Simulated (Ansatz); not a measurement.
# CH3GaOS: one species, many methods

An exercise on one series of results from a longer session: the logs are not shown, and one member is left open.

Computed with Ansatz 0.2.0, Gaussian basis. Level: functionals in def2-TZVPP, the program's frozen cores in correlated methods.

Levels to be run: LDA (SPW92), PBE-D4, revPBE-D4, BLYP-D4, r2SCAN-D4, B97M-V, PBE0-D4, B3LYP-D4, r2SCANh-D4, r2SCAN0-D4, HSE06-D4, BHLYP-D4, CAM-B3LYP-D4, LC-ωPBE, ωB97X-V, ωB97M-V, B2PLYP, PBE-QIDH; CCSD(T)/def2-SVP; CCSD(T)/def2-TZVPP; CCSD(T)/def2-QZVPP; extrapolation to the limit; RPA on PBE.

## The relaxed structure

An earlier PBE0-D4 in a triple-zeta def2 set relaxation fixed the geometry.

SMILES `[OH][Ga]1[CH2][S]1`, 7 atoms, charge 0, spin multiplicity 1.

Atoms are counted from 1 here; the program's logs count them from 0.

Bond lengths: O1–Ga2 1.759 Å, O1–H5 0.961 Å, Ga2–C3 1.922 Å, Ga2–S4 2.159 Å, C3–S4 1.910 Å, C3–H6 1.086 Å, C3–H7 1.086 Å. Angles: Ga2–O1–H5 113.3°, O1–Ga2–C3 162.2°, O1–Ga2–S4 142.3°, C3–Ga2–S4 55.5°, Ga2–C3–S4 68.6°, Ga2–C3–H6 120.7°, Ga2–C3–H7 120.7°, S4–C3–H6 112.7°, S4–C3–H7 112.7°, H6–C3–H7 112.8°, Ga2–S4–C3 56.0°.

The first run:

The input, in.yaml:

```yaml
crystal:
  periodic: [false, false, false]
  atoms:
    - {symbol: O, position_ang: [-1.927479, 0.829639, -1.124026]}
    - {symbol: Ga, position_ang: [-0.592746, 0.014532, -0.318291]}
    - {symbol: C, position_ang: [1.061533, -0.317186, 0.603145]}
    - {symbol: S, position_ang: [0.106790, -1.939357, 0.276713]}
    - {symbol: H, position_ang: [-1.816780, 1.782534, -1.172669]}
    - {symbol: H, position_ang: [2.008505, -0.275106, 0.073946]}
    - {symbol: H, position_ang: [1.160185, -0.095056, 1.661182]}
basis:
  gaussian: {orbitals: def2-TZVPP}
hamiltonian: {xc: lda}
output: {orbitals: {seedname: orbitals}}
```

Run with:

```bash
> ansatz run in.yaml --threads 2 --pin off --events-out ev --progress --plain --max-ram 32768MiB --backend cpu
```

Steps of the session up to this table: LDA; PBE-D4 (GGA); revPBE-D4 (GGA); BLYP-D4 (GGA); r2SCAN-D4 (meta-GGA); B97M-V (meta-GGA); B3LYP-D4 (hybrid); r2SCANh-D4 (hybrid); r2SCAN0-D4 (hybrid); HSE06-D4 (hybrid); BHLYP-D4 (hybrid); CAM-B3LYP-D4 (range-separated); LC-ωPBE (range-separated); ωB97X-V (range-separated); ωB97M-V (range-separated); B2PLYP (double hybrid); PBE-QIDH (double hybrid).

One table of the session follows, with a row left open; its other results are not shown here.

It belongs to the step «Frontier levels by functional». 

```
  functional  HOMO (eV)  gap (eV)
 LDA (SPW92)      -5.83      3.29
      PBE-D4      -5.68      3.40
   revPBE-D4      -5.62      3.45
     BLYP-D4      -5.52      3.26
   r2SCAN-D4          ?         ?
      B97M-V      -5.91      3.76
     PBE0-D4      -6.79      5.40
    B3LYP-D4      -6.58      4.87
  r2SCANh-D4      -6.32      4.62
  r2SCAN0-D4      -6.94      5.70
    HSE06-D4      -6.39      4.63
    BHLYP-D4      -7.75      7.18
CAM-B3LYP-D4      -8.06      7.60
     LC-ωPBE      -9.36     10.21
     ωB97X-V      -9.01      9.67
     ωB97M-V      -8.88      9.31
```

Q: Estimate the row for r2SCAN-D4 from the others.

Worked estimate for «HOMO (eV)». Against the share of exact exchange, r2SCANh-D4 (0.1, -6.32), r2SCAN0-D4 (0.25, -6.94) give a slope of -4.13 per unit share; at 0 the line stands at -5.91.

As computed: HOMO (eV): -5.92; gap (eV): 3.89. In «HOMO (eV)» the line misses by +0.01.
